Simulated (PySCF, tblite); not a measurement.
# C5H4NOP: geometry, infrared bands and NMR shifts

Wanted: the infrared bands and NMR shifts of C5H4NOP (`Cc1oc(C#N)cp1`), by calculation.

Programs: tblite 0.8.0 and PySCF 2.14.0, with density-fitted response routines of our own. Each step states its level of theory. These are calculated values for one molecule in the gas phase, unless marked as measured. Atoms are numbered from 0 throughout.

**1. The molecule as given**

12 atoms, charge 0, multiplicity 1; geometry from: force field or distance geometry start.

Bonds of the start (Å): C0–C1 1.49, C1–O2 1.27, O2–C3 1.26, C3–C4 1.46, C4–N5 1.15, C3–C6 1.37, C6–P7 1.86, P7–C1 1.87, C0–H8 1.11, C0–H9 1.10, C0–H10 1.11, C6–H11 1.10.

**2. Optimising the geometry with GFN2-xTB**

What the job is given:

```
{"job": {"kind": "relax", "xc": "GFN2-xTB", "basis": "xTB"}, "charge": 0, "multiplicity": 1}
C     -2.302700     0.068300    -0.051800
C     -0.843400    -0.252800    -0.054400
O      0.088700     0.606800     0.059800
C      1.311100     0.287000     0.048100
C      2.387100     1.265000     0.179800
N      3.218400     2.059200     0.263600
C      1.594100    -1.050000    -0.060900
P     -0.042400    -1.935100    -0.173400
H     -2.474100     1.115100    -0.362000
H     -2.818200    -0.577200    -0.776100
H     -2.703900    -0.059900     0.975000
H      2.586500    -1.527200    -0.073700
```

Run with:

```bash
$ OMP_NUM_THREADS=1 python probes_run.py task.json out
```

One launch serves the whole session: the jobs run in the order shown.

**Question.** This job is followed by: GFN2-xTB harmonic vibrations, gas phase; GIAO PBE0/pcSseg-1 NMR shielding, non-relativistic, gas phase. What will the session give for the following? strongest single infrared mode (GFN2-xTB); zero-point energy (GFN2-xTB); ¹³C shifts against TMS (PBE0/pcSseg-1); ¹H shifts against TMS (PBE0/pcSseg-1, means over atoms taken as alike); ¹⁷O shifts against H2O (PBE0/pcSseg-1); ¹⁵N shifts against NH3 (PBE0/pcSseg-1); ³¹P shifts against H3PO4 (PBE0/pcSseg-1).

As calculated:

```
                                                              quantity                                 value
                             strongest single infrared mode (GFN2-xTB)                 2364 cm⁻¹, 338 km/mol
                                          zero-point energy (GFN2-xTB)                         49.3 kcal/mol
                                ¹³C shifts against TMS (PBE0/pcSseg-1)  210.5, 151.3, 138.4, 116.3, 22.4 ppm
¹H shifts against TMS (PBE0/pcSseg-1, means over atoms taken as alike)                        8.12, 2.90 ppm
                                ¹⁷O shifts against H2O (PBE0/pcSseg-1)                             365.5 ppm
                                ¹⁵N shifts against NH3 (PBE0/pcSseg-1)                             327.3 ppm
                              ³¹P shifts against H3PO4 (PBE0/pcSseg-1)                             125.0 ppm
```

Relaxing lowered the energy by 0.821 eV in 65 steps; the close pair that moved most is C1–P7, from 1.867 to 1.727 Å. No mode is imaginary among the 30: a minimum at this level. The strongest single mode, at 2364 cm⁻¹, moves mainly C4 and N5. GFN2-xTB is a fitted tight-binding method: band positions and strengths are rough. Its intensities can rank the bands wrongly. NICS(1)zz of -25 ppm above the planar ring from C1 marks a diatropic (aromatic) ring current.
